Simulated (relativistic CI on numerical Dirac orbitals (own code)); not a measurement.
# Co³⁺: 2p photoemission with charge transfer

Wanted: the shape of the 2p photoemission spectrum of Co³⁺ in a cubic metal-ligand cluster, for 3 values of Upd.

The numbers are computed with relativistic CI on numerical Dirac orbitals (own code) version 3 (charge-transfer multiplet model of a cubic metal-ligand cluster with up to 2 ligand holes, Slater and spin-orbit integrals from Dirac-Coulomb-Breit ions, Slater integrals scaled by 0.9), except any that are marked as measured or tabulated.

## 1. The system

```
ion                  : Co³⁺ (Co IV)
nuclear charge       : 27
electrons            : 24
d electrons          : 6
ligand holes at most : 2
parameters           : in eV; Veg, Vt2g hoppings, tenDq and tenDqL metal and ligand splittings (negative tenDq: tetrahedral), red the scaling of hopping with a core hole
temperature          : 300 K
widths               : Lorentz 0.6 eV, Gauss 0.8 eV
```

## 2. Upd = 7.1 eV

Settings, as recorded:

```ini
cluster ion=Co3+ d6 ligand_holes=2 slater_scale=0.9
Delta=3.3 Udd=6.3 Upd=7.1 tenDq=-0.3 tenDqL=0 Veg=1.02 Vt2g=-1.74 red=1
spectrum xps 2p T=300 lorentz=0.6 gauss=0.8
```

The run is started by

```console
$ python run_levels.py task.json out
```

One command runs all members of the session, one after another, from task.json.

## 3. Upd = 7.7 eV

Settings, as recorded:

```ini
cluster ion=Co3+ d6 ligand_holes=2 slater_scale=0.9
Delta=3.3 Udd=6.3 Upd=7.7 tenDq=-0.3 tenDqL=0 Veg=1.02 Vt2g=-1.74 red=1
spectrum xps 2p T=300 lorentz=0.6 gauss=0.8
```

## 4. Upd = 8.9 eV

Settings, as recorded:

```ini
cluster ion=Co3+ d6 ligand_holes=2 slater_scale=0.9
Delta=3.3 Udd=6.3 Upd=8.9 tenDq=-0.3 tenDqL=0 Veg=1.02 Vt2g=-1.74 red=1
spectrum xps 2p T=300 lorentz=0.6 gauss=0.8
```

(Steps that only read results are left out.)

Q: Predict the outcome of this session. Wanted: d count; ground spin.

**Answer**, as computed:

| run | d count | weight without ligand hole | ground S | up to four highest peaks (% of the highest), eV from the first main peak |
| --- | --- | --- | --- | --- |
| Upd = 7.1 eV | 6.22 | 0.79 | 2.00 | 0.0 (100), 1.1 (83), 6.6 (56), 17.2 (53) |
| Upd = 7.7 eV | 6.22 | 0.79 | 2.00 | 0.0 (100), 1.2 (82), 6.5 (61), 7.5 (61) |
| Upd = 8.9 eV | 6.22 | 0.79 | 2.00 | 0.0 (100), 1.4 (83), 6.6 (68), 8.2 (81) |

| quantity | value |
| --- | --- |
| d count | 6.22 to 6.22 |
| ground spin (effective S from ⟨S²⟩) | 2.00 |

In words: From Upd = 7.1 eV to Upd = 8.9 eV the ground-state d count stays at 6.22, as the core hole does not act on the ground state. In the first run d6 holds 79 % of the ground state. The cluster parameters are drawn, not fitted to a compound.
